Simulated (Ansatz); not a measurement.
# NiGe: the cost of one run

Method: DFT PBEsol, scalar-relativistic, plane waves, PAW, in Ansatz 0.2.0.

## Step 1: The structure to begin with

It takes space group Pnma (No. 62, orthorhombic). Conventional cell: a = 5.397 Å, b = 3.481 Å, c = 5.846 Å, α = 90.00°, β = 90.00°, γ = 90.00°. Ni (site symmetry m) is surrounded by 6 Ge at 2.35 to 2.53 Å. Around Ge (site symmetry m) lie 6 Ni at 2.35 to 2.53 Å.

As a file:

```cif
data_structure
_symmetry_space_group_name_H-M 'P 1'
_symmetry_Int_Tables_number 1
_cell_length_a 5.3967
_cell_length_b 3.4809
_cell_length_c 5.8461
_cell_angle_alpha 90.000
_cell_angle_beta 90.000
_cell_angle_gamma 90.000
_cell_volume 109.82
loop_
_atom_site_label
_atom_site_type_symbol
_atom_site_fract_x
_atom_site_fract_y
_atom_site_fract_z
_atom_site_occupancy
Ni1 Ni 0.99428 0.75000 0.19018 1
Ni2 Ni 0.00572 0.25000 0.80982 1
Ni3 Ni 0.50572 0.25000 0.69018 1
Ni4 Ni 0.49428 0.75000 0.30982 1
Ge1 Ge 0.81033 0.75000 0.58743 1
Ge2 Ge 0.18967 0.25000 0.41257 1
Ge3 Ge 0.68967 0.25000 0.08743 1
Ge4 Ge 0.31033 0.75000 0.91257 1
```

It is the result of an earlier relaxation at this level (volume 13.73 Å³/atom; gap on the mesh: none (metal)).

## Step 2: Relaxing with PBEsol

input.yaml reads:

```yaml
crystal:
  lattice:
    - [5.3966597458, 0.0, 0.0]
    - [0.0, 3.4808792299, 0.0]
    - [0.0, 0.0, 5.8460828262]
  atoms:
    - { symbol: Ni, position: [0.9942832658, 0.75, 0.1901827594] }
    - { symbol: Ni, position: [0.0057167342, 0.25, 0.8098172406] }
    - { symbol: Ni, position: [0.5057167342, 0.25, 0.6901827594] }
    - { symbol: Ni, position: [0.4942832658, 0.75, 0.3098172406] }
    - { symbol: Ge, position: [0.8103267545, 0.75, 0.5874320769] }
    - { symbol: Ge, position: [0.1896732455, 0.25, 0.4125679231] }
    - { symbol: Ge, position: [0.6896732455, 0.25, 0.0874320769] }
    - { symbol: Ge, position: [0.3103267545, 0.75, 0.9125679231] }
basis:
  ecutwfc: 420
kpoints:
  mp_grid: { grid: [8, 10, 6] }
hamiltonian:
  xc: pbesol
scf:
  occupations: { method: gaussian, width: 0.1 }
output:
  forces: true
  stress: true
  eigenvalues: true
  write_density: true
  write_potential: true
  elf: true
  volumetric_format: npy
relax:
  adjacent_minimum: "off"
  f_tol: 0.005
  max_steps: 50
  cell: { stress_tol: 0.05 }
```

The run is started by

```
$ ansatz run input.yaml --threads 4 --pin off --max-ram 10240MiB --backend cpu --events-out ev --progress --plain --runs-dir out
```

What time and memory should one allow on 4 threads of Arm Neoverse V1, shared host?

About 1.9 min, with a peak of 1 GiB.
